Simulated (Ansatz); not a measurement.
# W2: the cost of one run

Computed with Ansatz 0.2.0, Gaussian basis. Level: def2-QZVPP, core rule «outside noble gas», up to 8 orbitals frozen.

The runs, in order: UHF; ROHF; CCSD(T) on UHF.

4 further runs of the same task are left out: 4 set aside as unsound or not needed.

### Step 1. The system

The geometry is a PBE0/def2-TZVP stationary point (not a proven minimum) of the parent state, kept for this charge and spin. No spin-orbit coupling is included. Elements past krypton take def2 core potentials.

2 atoms, charge 1, spin multiplicity 2.

Atoms are counted from 1 here; the program's logs count them from 0.

Bond lengths: W1–W2 1.991 Å.

### Step 2. UHF

Input file in.yaml:

```yaml
crystal:
  periodic: [false, false, false]
  atoms:
    - {symbol: W, position_ang: [0.000000, 0.000000, 0.000000]}
    - {symbol: W, position_ang: [0.000000, 0.000000, 1.991200]}
basis:
  gaussian: {orbitals: "def2-QZVPP.json"}
total_charge: 1
magnetization: {spin_polarized: true, initial_magnetization: 1}
hamiltonian: {xc: hf}
output: {orbitals: {seedname: orbitals}}
```

Run with:

```console
$ ansatz run in.yaml --threads 1 --pin off --events-out ev --progress --plain --max-ram 2393MiB
```

Q: Estimate wall time and peak memory on 1 thread of Intel Xeon Platinum 8488C, shared host.

About 48 s, with a peak of 0.43 GiB.
